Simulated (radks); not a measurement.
# Ru²⁺ in [Kr] 4d6: an all-electron calculation

One table from this session's results is given with a row withheld; the runs are named, their logs left out.

Program: radks (a radial shooting solver on a logarithmic mesh, Libxc functionals) version 1. Level of theory: scalar-relativistic Kohn-Sham, PBE, spin-polarised, spherical densities, finite nucleus; open shells are filled with parallel spins first. These are calculated values, not measurements, unless marked.

**The system**

```
element            : ruthenium (Z = 44)
charge             : +2
electrons          : 42
configuration      : [Kr] 4d6
nuclear rms radius : 4.4809 fm
```

The outer shells:

Ru²⁺
```
[Kr] core
4d [↑↓][↑ ][↑ ][↑ ][↑ ]
```

The first run:

The run's settings:

```text
Z 44
configuration [Kr] 4d6
relativity scalar-relativistic
functional pbe,pbe
spin polarised
nucleus finite rms 4.4809 fm
c 137.035999084
```

Launch:

```console
$ python run_ks.py task.json out
```

All runs below come from this command, one after another.

Among the steps run: Self-consistent calculation.

One table of the session follows, with a row left open; its other results are not shown here.

It belongs to the step «Orbitals and density». Radial moments (bohr):

| level | <r> | outermost maximum (interpolated) | 90 % within | nodes |
| --- | --- | --- | --- | --- |
| 1s down | 0.03344 | 0.0217 | 0.0599 | 0 |
| 1s up | 0.03344 | 0.0217 | 0.0599 | 0 |
| 2s up | 0.1457 | 0.123 | 0.225 | 1 |
| 2s down | 0.1457 | 0.123 | 0.225 | 1 |
| 2p up | 0.1270 | 0.0982 | 0.207 | 0 |
| 2p down | 0.1270 | 0.0982 | 0.207 | 0 |
| 3s up | 0.4027 | 0.362 | 0.594 | 2 |
| 3s down | 0.4026 | 0.362 | 0.594 | 2 |
| 3p up | 0.4030 | 0.355 | 0.608 | 1 |
| 3p down | 0.4030 | 0.355 | 0.608 | 1 |
| 3d up | 0.3842 | 0.301 | 0.611 | 0 |
| 3d down | ? | ? | ? | ? |
| 4s up | 1.018 | 0.915 | 1.48 | 3 |
| 4s down | 1.014 | 0.912 | 1.47 | 3 |
| 4p up | 1.122 | 0.984 | 1.66 | 2 |
| 4p down | 1.118 | 0.979 | 1.66 | 2 |
| 4d up | 1.514 | 1.19 | 2.38 | 1 |
| 4d down | 1.545 | 1.19 | 2.45 | 1 |

Q: Estimate the row for 3d down from the others.

The run gave: <r>: 0.3841; outermost maximum (interpolated): 0.301; 90 % within: 0.611; nodes: 0. In the column «<r>» it lies between 2s down (0.1457) and 3d up (0.3842).

To keep in mind: Open shells are spherical and high-spin; term and fine-structure splittings are not resolved.
